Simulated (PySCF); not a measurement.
# C₆H₉Si radical: open-shell or spin-flip excitations

What do calculations give for the open-shell or spin-flip excitations of C₆H₉Si radical (`[SiH3]C[C]1C=CC=C1`)?

Computed with PySCF 2.14.0 and routines of our own; the level stands in each step. Atoms count from 0.

### Step 1. The system as given

16 atoms, charge 0, multiplicity 2; geometry from: GFN2-xTB.

### Step 2. Open-shell or spin-flip excitations: unrestricted TDDFT wB97X-D/def2-SVPD

Job settings and geometry (Å):

```
{"job": {"kind": "uabs", "xc": "wB97X-D", "basis": "def2-SVPD", "nstates": 10, "tda": false}, "charge": 0, "multiplicity": 2}
Si     2.382084     0.224512    -0.262579
C      1.038559    -0.966983     0.448892
C     -0.269355    -0.369732     0.211577
C     -1.073007    -0.536785    -0.954659
C     -2.200258     0.213412    -0.801711
C     -2.122921     0.891174     0.476257
C     -0.950270     0.539194     1.074517
H      3.683458    -0.399473    -0.010724
H      2.280496     1.506755     0.429577
H      2.152245     0.378102    -1.696642
H      1.136974    -1.928708    -0.054138
H      1.231285    -1.096714     1.513474
H     -0.817420    -1.165690    -1.787426
H     -3.017741     0.304873    -1.492867
H     -2.875334     1.554114     0.862089
H     -0.586396     0.860894     2.032953
```

Method: unrestricted TDDFT wB97X-D/def2-SVPD, vertical, gas phase, core orbitals frozen in the response.

Started as:

```console
OMP_NUM_THREADS=1 python excited_run.py task.json out
```

One launch serves the whole session: the jobs run in the order shown.

The log of the run:

```text
coarse grid: 13720 points
cycle   1  E = -523.0246803383  dE =  1.194e+00  |g| = 2.283e-01  |ddm| = 5.345e+00
cycle   2  E = -523.0496306436  dE = -2.495e-02  |g| = 1.519e-01  |ddm| = 9.609e-01
cycle   3  E = -523.0617209857  dE = -1.209e-02  |g| = 2.801e-02  |ddm| = 4.131e-01
cycle   4  E = -523.0625666198  dE = -8.456e-04  |g| = 1.570e-02  |ddm| = 1.390e-01
cycle   5  E = -523.0627891280  dE = -2.225e-04  |g| = 6.671e-03  |ddm| = 4.953e-02
cycle   6  E = -523.0628927634  dE = -1.036e-04  |g| = 4.275e-03  |ddm| = 2.995e-02
cycle   7  E = -523.0629336763  dE = -4.091e-05  |g| = 1.719e-03  |ddm| = 2.137e-02
cycle   8  E = -523.0629428514  dE = -9.175e-06  |g| = 8.353e-04  |ddm| = 1.002e-02
final grid: 127528 points
cycle   9  E = -523.1401572105  dE = -9.193e-05  |g| = 2.432e-03  |ddm| = 1.533e-01
cycle  10  E = -523.1401617167  dE = -4.506e-06  |g| = 1.545e-03  |ddm| = 1.811e-02
cycle  11  E = -523.1401632001  dE = -1.483e-06  |g| = 7.738e-04  |ddm| = 5.428e-03
cycle  12  E = -523.1401638696  dE = -6.695e-07  |g| = 3.389e-04  |ddm| = 2.869e-03
cycle  13  E = -523.1401640553  dE = -1.856e-07  |g| = 1.572e-04  |ddm| = 1.178e-03
cycle  14  E = -523.1401641277  dE = -7.245e-08  |g| = 5.556e-05  |ddm| = 9.707e-04
cycle  15  E = -523.1401641377  dE = -1.002e-08  |g| = 3.065e-05  |ddm| = 3.484e-04
cycle  16  E = -523.1401641405  dE = -2.774e-09  |g| = 1.791e-05  |ddm| = 1.677e-04
cycle  17  E = -523.1401641417  dE = -1.146e-09  |g| = 7.815e-06  |ddm| = 1.143e-04
cycle  18  E = -523.1401641420  dE = -3.588e-10  |g| = 5.186e-06  |ddm| = 5.904e-05
converged SCF energy = -523.1401641420

Static polarisability (au): isotropic 96.046, principal 73.584 88.737 125.817

<S^2> of the reference = 0.7653 (exact 0.7500)

Excitations
state   eV       nm        f      <S^2>   main configurations
  1   1.0206   1214.8   0.00001   0.826   Hb->Lb 0.98
  2   4.1998    295.2   0.06452   1.143   H-1b->Lb 0.63, H-5b->Lb 0.08
  3   4.9715    249.4   0.00007   0.778   H-2b->Lb 0.53, H-4b->Lb 0.45
  4   5.3244    232.9   0.01432   0.866   H-6b->Lb 0.58, H-5b->Lb 0.17
  5   5.3448    232.0   0.02046   0.917   H-6b->Lb 0.37, H-5b->Lb 0.35, H-1b->Lb 0.10
  6   5.4994    225.5   0.00028   2.457   H-1a->L+2a 0.30, H-1a->L+10a 0.09, H-1a->L+3a 0.09, H-1a->L+1a 0.08
  7   5.5530    223.3   0.02780   1.500   Ha->L+2a 0.23, H-1a->L+6a 0.14, Ha->L+1a 0.11
  8   5.8628    211.5   0.05925   1.093   Ha->La 0.38, H-8b->Lb 0.13, H-3b->Lb 0.12, H-1b->Lb 0.08
  9   5.9839    207.2   0.07208   0.879   Ha->La 0.38, Ha->L+2a 0.22, H-3b->Lb 0.11, H-8b->Lb 0.11
 10   6.1072    203.0   0.02366   0.982   Ha->L+6a 0.44, Ha->L+4a 0.21, Ha->L+7a 0.16
```

Wall time 1.9 min (1 thread of Arm Neoverse V2, shared host); peak memory 0.84 GiB.

In short:

| quantity | value |
| --- | --- |
| ⟨S²⟩ | 0.765 |

Löwdin spin populations:

Si0 0.04; C1 0.06; C2 0.36; C3 0.02; C4 0.23; C5 0.23; C6 0.02; H7 0.01; H8 0.00; H9 0.00; H10 0.01; H11 0.01; H12 0.00; H13 0.01; H14 0.01; H15 0.00

With diffuse functions Löwdin's scheme smears the spin, so small populations can have the wrong sign.

The fields below are evaluated on a grid from the run's orbitals.

ELF in a plane through or near 6 of the atoms.

Values, 10 rows by 14 columns:
```
0.00 0.00 0.00 0.00 0.00 0.00 0.00 0.00 0.00 0.00 0.00 0.00 0.00 0.00
0.00 0.00 0.00 0.00 0.00 0.00 0.00 0.01 0.01 0.00 0.00 0.00 0.00 0.00
0.00 0.00 0.00 0.00 0.05 0.02 0.01 0.73 0.34 0.01 0.15 0.04 0.00 0.00
0.00 0.00 0.05 0.07 0.50 0.46 0.01 0.57 0.55 0.41 1.00 0.96 0.00 0.00
0.00 0.04 0.97 0.92 0.23 0.48 0.05 0.61 0.80 0.28 0.94 0.61 0.00 0.00
0.00 0.16 1.00 1.00 0.68 0.13 0.16 0.57 0.16 0.79 0.47 0.02 0.00 0.00
0.00 0.00 0.52 0.34 0.54 0.55 0.02 0.55 0.78 0.59 1.00 0.94 0.01 0.00
0.00 0.00 0.00 0.01 0.24 0.14 0.01 0.75 0.46 0.04 0.82 0.60 0.00 0.00
0.00 0.00 0.00 0.00 0.00 0.00 0.00 0.23 0.09 0.00 0.00 0.00 0.00 0.00
0.00 0.00 0.00 0.00 0.00 0.00 0.00 0.00 0.00 0.00 0.00 0.00 0.00 0.00
```
The map spans 12.6 Å across and 9.5 Å up, centred on the molecule. Atoms in the plane (x, y in Å): Si0 (-2.3, 0.0), C4 (2.2, -0.7), C5 (2.2, 0.7), H7 (-3.7, 0.0), H13 (3.1, -1.3), H14 (3.1, 1.3).

On the surface of density 0.002 e/bohr³ the electrostatic potential runs, from the 1st to the 99th percentile, from -0.86 V near C6 to 1.03 V near H7.

The spin density lies nearest to C2 35 %; C4, C5 about 19 % each.

### Step 3. Open-shell or spin-flip excitations: wB97X-D/def2-SVPD

The job, as its differences from that of step 2:

```diff
@@ -1,2 +1,2 @@
-{"job": {"kind": "uabs", "xc": "wB97X-D", "basis": "def2-SVPD", "nstates": 10, "tda": false}, "charge": 0, "multiplicity": 2}
+{"job": {"kind": "uabs", "xc": "wB97X-D", "basis": "def2-SVPD", "nstates": 10, "tda": false, "spin_flip": true, "scf": {"guess": "random", "max_cycle": 100}}, "charge": 0, "multiplicity": 2}
 Si     2.382084     0.224512    -0.262579
```

Level: wB97X-D/def2-SVPD.

The log of the run:

```text
NotImplementedError: spin flip needs a reference with two or more unpaired electrons
```

It took 66 s on 1 thread of Arm Neoverse V2, shared host; peak memory 0.86 GiB.

Diagnosis: The input was refused with the message shown. The remedy is to check the setting that the message names.

### Step 4. Outcome

| quantity | value |
| --- | --- |
| lowest and brightest state of nearly pure spin, of 10 (step 2, unrestricted TDDFT wB97X-D/def2-SVPD) | 1.02 eV; 5.98 eV, f = 0.072 |
| surface potential, 1st and 99th percentile | -0.86 V and 1.03 V |
| runs | 1 failed, 0 ended on unsound input |

What this shows: States whose ⟨S²⟩ lies well above the reference's are mixtures of spin states, an artefact of the unrestricted response, and are left out of the summary.
